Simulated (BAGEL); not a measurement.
# ROHF/6-31G(d) (density fitting with qzvpp-jkfit, spherical functions) run of GeSiH4F (SMILES F[SiH][GeH3])

What is the vertical doublet–quartet gap of GeSiH4F at ROHF/6-31G* (density fitting with qzvpp-jkfit, spherical functions)? 

Program for the calculation: BAGEL 1.2.2.

2 further runs of the same task are left out: 1 that didn't finish, 1 set aside as unsound or not needed.

## Step 1: Starting point

The species is GeSiH4F (7 atoms), meant as a doublet with charge 0. As SMILES, `F[SiH][GeH3]`. The coordinates come from a PBE0-D4/def2-TZVP relaxation.

Bond lengths: F1–Si2 1.610 Å, Si2–Ge3 2.386 Å, Si2–H4 1.494 Å, Ge3–H5 1.538 Å, Ge3–H6 1.535 Å, Ge3–H7 1.540 Å. Angles: F1–Si2–Ge3 110.1°, F1–Si2–H4 106.6°, Ge3–Si2–H4 113.1°, Si2–Ge3–H5 107.6°, Si2–Ge3–H6 109.9°, Si2–Ge3–H7 112.2°, H5–Ge3–H6 109.0°, H5–Ge3–H7 109.1°, H6–Ge3–H7 109.0°.

## Step 2: A single-point energy at ROHF/6-31G(d) (density fitting with qzvpp-jkfit, spherical functions)

Contents of input.json:

```json
{ "bagel" : [

{
  "title" : "molecule",
  "basis" : "6-31gs.json",
  "df_basis" : "qzvpp-jkfit",
  "angstrom" : "true",
  "geometry" : [
    { "atom" : "F", "xyz" : [   -0.828200,   -1.797600,    1.409500 ] },
    { "atom" : "Si", "xyz" : [   -0.880400,   -1.140500,   -0.059400 ] },
    { "atom" : "Ge", "xyz" : [    0.333800,    0.913400,   -0.081600 ] },
    { "atom" : "H", "xyz" : [   -0.325400,   -2.158700,   -1.001700 ] },
    { "atom" : "H", "xyz" : [    0.289700,    1.465200,   -1.516000 ] },
    { "atom" : "H", "xyz" : [   -0.331000,    1.924700,    0.863100 ] },
    { "atom" : "H", "xyz" : [    1.802700,    0.725500,    0.340400 ] }
  ]
},
{
  "title" : "rohf",
  "nopen" : 1
},
{
  "title" : "print",
  "file" : "orbitals.molden",
  "orbitals" : "true"
}

]}
```

The basis set 6-31G* is read from a file made from the Basis Set Exchange's data (not shown).

Launch:

```bash
$ BAGEL_NUM_THREADS=1 BAGEL input.json > input.out
```

Standard output:

```text
* using 1 threads per process

  ===============================================================
  ===============================================================

  *** Geometry ***

  { "atom" : "F", "xyz" : [     -1.565071,     -3.396972,      2.663569 ] },
  { "atom" : "Si", "xyz" : [     -1.663715,     -2.155233,     -0.112250 ] },
  { "atom" : "Ge", "xyz" : [      0.630791,      1.726076,     -0.154202 ] },
  { "atom" : "H", "xyz" : [     -0.614917,     -4.079352,     -1.892939 ] },
  { "atom" : "H", "xyz" : [      0.547454,      2.768827,     -2.864825 ] },
  { "atom" : "H", "xyz" : [     -0.625499,      3.637156,      1.631023 ] },
  { "atom" : "H", "xyz" : [      3.406609,      1.370996,      0.643263 ] },

  Number of auxiliary basis functions:      543

  Since a DF basis is specified, we compute 2- and 3-index integrals:
    o Being stored without compression. Storage requirement is 0.023 GB

  Number of basis functions:       72
  Number of electrons      :       59

    * METHOD: MOLECULE                             1.61

  *** Open-shell HF ***

  === Nuclear Repulsion ===
   243.4029952314

      * DIIS with orbital gradients will be used.

  === ROHF iteration (6-31gs.json) ===
      0      -2465.61647020          0.03322035           0.71
      1      -2465.70934259          0.02200942           0.95
      2      -2465.74116426          0.01365714           0.56
      3      -2465.76044657          0.00113989           0.88
      4      -2465.76108885          0.00036999           0.72
      5      -2465.76126026          0.00015418           0.76
      6      -2465.76130256          0.00005339           0.49
      7      -2465.76132039          0.00001714           0.50
      8      -2465.76132419          0.00000632           0.40
      9      -2465.76132520          0.00000198           0.54
     10      -2465.76132567          0.00000083           0.42
     11      -2465.76132575          0.00000029           0.49
     12      -2465.76132580          0.00000012           0.48
     13      -2465.76132581          0.00000005           0.35
     14      -2465.76132581          0.00000002           0.41
     15      -2465.76132581          0.00000001           0.50
    * SCF iteration converged.

    * S^2 (ROHF) is 0.7500

    * Permanent dipole moment:
           (    0.054230,    -0.322708,     0.517491) a.u.

    * METHOD: ROHF                                10.67

    * METHOD: PRINT                                0.02

  ===============================================================
```

Wall time 13 s (1 thread of Intel Xeon at 2.50GHz (Skylake/Cascade Lake), shared host).

## Step 3: The quartet

Contents of job.json:

```json
{ "bagel" : [

{
  "title" : "molecule",
  "basis" : "6-31gs.json",
  "df_basis" : "qzvpp-jkfit",
  "angstrom" : true,
  "geometry" : [
    { "atom" : "F", "xyz" : [      -0.828200,      -1.797600,       1.409500 ] },
    { "atom" : "Si", "xyz" : [      -0.880400,      -1.140500,      -0.059400 ] },
    { "atom" : "Ge", "xyz" : [       0.333800,       0.913400,      -0.081600 ] },
    { "atom" : "H", "xyz" : [      -0.325400,      -2.158700,      -1.001700 ] },
    { "atom" : "H", "xyz" : [       0.289700,       1.465200,      -1.516000 ] },
    { "atom" : "H", "xyz" : [      -0.331000,       1.924700,       0.863100 ] },
    { "atom" : "H", "xyz" : [       1.802700,       0.725500,       0.340400 ] }
  ]
},

{ "title" : "rohf", "nopen" : 3 },

{ "title" : "print", "file" : "orbitals.molden", "orbitals" : true }

]}
```

The basis set 6-31G* is read from a file made from the Basis Set Exchange's data (not shown).

Launch:

```bash
$ BAGEL_NUM_THREADS=1 BAGEL job.json > job.out
```

Standard output:

```text
* using 1 threads per process

  ===============================================================
  ===============================================================

  *** Geometry ***

  { "atom" : "F", "xyz" : [     -1.565071,     -3.396972,      2.663569 ] },
  { "atom" : "Si", "xyz" : [     -1.663715,     -2.155233,     -0.112250 ] },
  { "atom" : "Ge", "xyz" : [      0.630791,      1.726076,     -0.154202 ] },
  { "atom" : "H", "xyz" : [     -0.614917,     -4.079352,     -1.892939 ] },
  { "atom" : "H", "xyz" : [      0.547454,      2.768827,     -2.864825 ] },
  { "atom" : "H", "xyz" : [     -0.625499,      3.637156,      1.631023 ] },
  { "atom" : "H", "xyz" : [      3.406609,      1.370996,      0.643263 ] },

  Number of auxiliary basis functions:      543

  Since a DF basis is specified, we compute 2- and 3-index integrals:
    o Being stored without compression. Storage requirement is 0.023 GB

  Number of basis functions:       72
  Number of electrons      :       59

    * METHOD: MOLECULE                             1.75

  *** Open-shell HF ***

  === Nuclear Repulsion ===
   243.4029952314

      * DIIS with orbital gradients will be used.

  === ROHF iteration (6-31gs.json) ===
      0      -2465.33658893          0.03424625           0.73
      1      -2465.43632534          0.02668976           0.53
      2      -2465.48173086          0.01782883           0.62
      3      -2465.51769897          0.00215166           0.55
      4      -2465.52112895          0.00109731           0.51
      5      -2465.52259096          0.00052506           0.57
      6      -2465.52308213          0.00025986           0.67
      7      -2465.52324811          0.00015226           0.69
      8      -2465.52332406          0.00010587           0.60
      9      -2465.52337593          0.00006855           0.77
     10      -2465.52339958          0.00004320           1.09
     11      -2465.52340630          0.00002430           0.71
     12      -2465.52340797          0.00001380           0.87
     13      -2465.52340823          0.00000805           0.90
     14      -2465.52340859          0.00000532           0.59
     15      -2465.52340871          0.00000330           0.66
     16      -2465.52340880          0.00000176           0.69
     17      -2465.52340889          0.00000128           0.49
     18      -2465.52340891          0.00000093           0.60
     19      -2465.52340893          0.00000061           0.80
     20      -2465.52340892          0.00000042           0.99
     21      -2465.52340892          0.00000024           0.97
     22      -2465.52340891          0.00000013           0.65
     23      -2465.52340890          0.00000009           0.71
     24      -2465.52340890          0.00000006           0.89
     25      -2465.52340891          0.00000004           0.96
     26      -2465.52340891          0.00000003           0.85
     27      -2465.52340891          0.00000002           0.94
     28      -2465.52340891          0.00000001           0.50
     29      -2465.52340891          0.00000001           0.63
    * SCF iteration converged.

    * S^2 (ROHF) is 3.7500

    * Permanent dipole moment:
           (   -0.531719,    -0.905501,     0.712890) a.u.

    * METHOD: ROHF                                23.25

    * METHOD: PRINT                                0.01

  ===============================================================
```

It took 26 s on 1 thread of Intel Xeon at 2.50GHz (Skylake/Cascade Lake), shared host.

## Step 4: Outcome

Level: ROHF/6-31G* (density fitting with qzvpp-jkfit, spherical functions).

| quantity | value |
| --- | --- |
| doublet: total energy | -2465.76133 Eh |
| doublet: dipole moment | 1.56 D |
| doublet: ⟨S²⟩ | 0.750 |
| quartet: total energy | -2465.52341 Eh |
| quartet: dipole moment | 3.23 D |
| quartet: ⟨S²⟩ | 3.750 |
| vertical energy of the quartet above the doublet | 6.474 eV |

**Reading.** At this shape the quartet lies 6.47 eV (149 kcal/mol) above the doublet.
